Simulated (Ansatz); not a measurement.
# C₆H₁₆F₂Ga₂O₂: a ladder of functionals

An exercise on one series of results from a longer session: the logs are not shown, and one member is left open.

Computed with Ansatz 0.2.0, Gaussian basis. Level: functionals in def2-TZVPP.

Plan: LDA (SPW92), PBE-D4, revPBE-D4, BLYP-D4, r2SCAN-D4, B97M-V, PBE0-D4, B3LYP-D4, r2SCANh-D4, r2SCAN0-D4, HSE06-D4, BHLYP-D4, CAM-B3LYP-D4, LC-ωPBE, ωB97X-V, ωB97M-V, B2PLYP, PBE-QIDH.

1 further run of the same task is left out (it didn't finish).

**The geometry**

All runs share one geometry, relaxed beforehand with PBE0-D4 in a triple-zeta def2 set.

SMILES `C[CH2][Ga@-]1([F])[O+](C)[Ga@-]([F])([CH2]C)[O+]1C`, 28 atoms, charge 0, spin multiplicity 1.

Atoms are counted from 1 here; the program's logs count them from 0.

Bond lengths: C1–C2 1.526 Å, C1–H13 1.093 Å, C1–H14 1.093 Å, C1–H15 1.094 Å, C2–Ga3 1.955 Å, C2–H16 1.094 Å, C2–H17 1.094 Å, Ga3–F4 1.769 Å, Ga3–O5 1.942 Å, Ga3–O11 1.939 Å, O5–C6 1.423 Å, O5–Ga7 1.937 Å, C6–H18 1.092 Å, C6–H19 1.092 Å, C6–H20 1.092 Å, Ga7–F8 1.771 Å, Ga7–C9 1.956 Å, Ga7–O11 1.941 Å and more. Angles: C2–C1–H13 111.6°, C2–C1–H14 111.6°, C2–C1–H15 111.6°, H13–C1–H14 107.2°, H13–C1–H15 107.3°, H14–C1–H15 107.3°, C1–C2–Ga3 112.3°, C1–C2–H16 111.0°, C1–C2–H17 111.0°, Ga3–C2–H16 108.2°, Ga3–C2–H17 108.2°, H16–C2–H17 106.0°, C2–Ga3–F4 125.1°, C2–Ga3–O5 114.7°, C2–Ga3–O11 114.7°, F4–Ga3–O5 105.8°, F4–Ga3–O11 105.9°, O5–Ga3–O11 82.2° and more.

The first run:

Input file in.yaml:

```yaml
crystal:
  periodic: [false, false, false]
  atoms:
    - {symbol: C, position_ang: [0.892128, 2.773961, 0.001392]}
    - {symbol: C, position_ang: [1.235776, 2.241933, 1.389636]}
    - {symbol: Ga, position_ang: [0.589947, 0.417478, 1.663857]}
    - {symbol: F, position_ang: [0.796829, -0.522686, 3.147685]}
    - {symbol: O, position_ang: [-1.243080, 0.112749, 1.097816]}
    - {symbol: C, position_ang: [-2.286852, -0.120641, 2.035674]}
    - {symbol: Ga, position_ang: [-0.867596, -1.125581, -0.342888]}
    - {symbol: F, position_ang: [-1.275759, -2.724592, 0.300605]}
    - {symbol: C, position_ang: [-1.282903, -0.554063, -2.166678]}
    - {symbol: C, position_ang: [-0.243885, -1.015963, -3.185572]}
    - {symbol: O, position_ang: [0.966015, -0.802094, 0.203821]}
    - {symbol: C, position_ang: [1.915866, -1.853563, 0.318370]}
    - {symbol: H, position_ang: [1.332013, 2.156952, -0.786487]}
    - {symbol: H, position_ang: [-0.187851, 2.791538, -0.166439]}
    - {symbol: H, position_ang: [1.260165, 3.794150, -0.140580]}
    - {symbol: H, position_ang: [0.806525, 2.877229, 2.169490]}
    - {symbol: H, position_ang: [2.316892, 2.249248, 1.554802]}
    - {symbol: H, position_ang: [-3.242194, -0.178286, 1.509206]}
    - {symbol: H, position_ang: [-2.122773, -1.050024, 2.584769]}
    - {symbol: H, position_ang: [-2.332153, 0.710360, 2.743067]}
    - {symbol: H, position_ang: [-1.353160, 0.537386, -2.157260]}
    - {symbol: H, position_ang: [-2.275335, -0.928750, -2.430105]}
    - {symbol: H, position_ang: [-0.483689, -0.657913, -4.190911]}
    - {symbol: H, position_ang: [-0.184138, -2.106007, -3.236977]}
    - {symbol: H, position_ang: [0.754430, -0.645608, -2.938742]}
    - {symbol: H, position_ang: [2.887511, -1.438461, 0.595987]}
    - {symbol: H, position_ang: [1.608939, -2.581665, 1.072212]}
    - {symbol: H, position_ang: [2.018314, -2.357104, -0.645740]}
basis:
  gaussian: {orbitals: def2-TZVPP}
hamiltonian: {xc: lda}
output: {orbitals: {seedname: orbitals}}
```

Steps of the session up to this table: LDA; PBE-D4 (GGA); revPBE-D4 (GGA); BLYP-D4 (GGA); r2SCAN-D4 (meta-GGA); B97M-V (meta-GGA); PBE0-D4 (hybrid); B3LYP-D4 (hybrid); r2SCANh-D4 (hybrid); r2SCAN0-D4 (hybrid); HSE06-D4 (hybrid); BHLYP-D4 (hybrid); CAM-B3LYP-D4 (range-separated); LC-ωPBE (range-separated); ωB97X-V (range-separated); ωB97M-V (range-separated); B2PLYP (double hybrid); PBE-QIDH (double hybrid).

One table of the session follows, with a row left open; its other results are not shown here.

It belongs to the step «Orbital energies across the functionals». 

```
  functional  HOMO (eV)  gap (eV)
 LDA (SPW92)      -6.72      5.45
      PBE-D4          ?         ?
   revPBE-D4      -6.49      5.70
     BLYP-D4      -6.45      5.55
   r2SCAN-D4      -6.82      6.25
      B97M-V      -6.91      6.03
     PBE0-D4      -7.85      7.81
    B3LYP-D4      -7.65      7.29
  r2SCANh-D4      -7.30      7.05
  r2SCAN0-D4      -8.03      8.23
    HSE06-D4      -7.45      7.04
    BHLYP-D4      -9.06      9.78
CAM-B3LYP-D4      -9.21     10.03
     LC-ωPBE     -10.52     12.67
     ωB97X-V     -10.18     12.06
     ωB97M-V     -10.07     11.59
```

Q: Estimate the row for PBE-D4 from the others.

The run gave: HOMO (eV): -6.56; gap (eV): 5.60. In the column «HOMO (eV)» it lies between LDA (SPW92) (-6.72) and revPBE-D4 (-6.49).
